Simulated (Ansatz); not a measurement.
# BaZrO3 (BaZrO3, deposited cell): the cost of one run

Computed with Ansatz 0.2.0 (DFT r2SCAN, scalar-relativistic, plane waves, PAW, unless a step's input says otherwise).

## Step 1: Starting point

It takes space group Pm-3m (No. 221, cubic). The conventional cell has a = 4.191 Å, b = 4.191 Å, c = 4.191 Å, α = 90.00°, β = 90.00°, γ = 90.00°. Around Ba (site symmetry m-3m) lie 12 O at 2.96 Å. Zr (site symmetry m-3m) has 6 O at 2.10 Å in its first shell of neighbours. Around O (site symmetry 4/mmm) lie 2 Zr at 2.10 Å and 4 Ba at 2.96 Å.

Coordinates:

```
Ba Zr O
1.0
     4.19134    0.00000    0.00000
     0.00000    4.19134    0.00000
     0.00000    0.00000    4.19134
Ba Zr O
1 1 3
Direct
  0.00000 0.00000 0.00000
  0.50000 0.50000 0.50000
  0.00000 0.50000 0.50000
  0.50000 0.00000 0.50000
  0.50000 0.50000 0.00000
```

The structure rests on an entry of the Crystallography Open Database; cell or positions may have been set otherwise for this series.

## Step 2: Cell and atoms relaxed at 0 GPa

Contents of input.yaml:

```yaml
crystal:
  lattice:
    - [4.19134, 0.0, 0.0]
    - [0.0, 4.19134, 0.0]
    - [0.0, 0.0, 4.19134]
  atoms:
    - { symbol: Ba, position: [0.0, 0.0, 0.0] }
    - { symbol: Zr, position: [0.5, 0.5, 0.5] }
    - { symbol: O, position: [0.0, 0.5, 0.5] }
    - { symbol: O, position: [0.5, 0.0, 0.5] }
    - { symbol: O, position: [0.5, 0.5, 0.0] }
scf:
  occupations: { method: fixed }
output:
  forces: true
  stress: true
  eigenvalues: true
  write_density: true
  write_potential: true
  elf: true
  volumetric_format: npy
hamiltonian:
  xc: r2scan
basis:
  ecutwfc: 560
kpoints:
  mp_grid: { grid: [8, 8, 8] }
relax:
  f_tol: 0.002
  max_steps: 60
  cell: { stress_tol: 0.01, p_target: 0 }
```

The run is started by

```sh
> ansatz run input.yaml --threads 8 --pin off --max-ram 24576MiB --backend cpu --events-out ev --progress --plain --runs-dir out
```

Q: Estimate wall time and peak memory on 8 threads of Intel Xeon Platinum 8488C (Sapphire Rapids), shared host.

About 7.5 s, with a peak of 0.81 GiB.
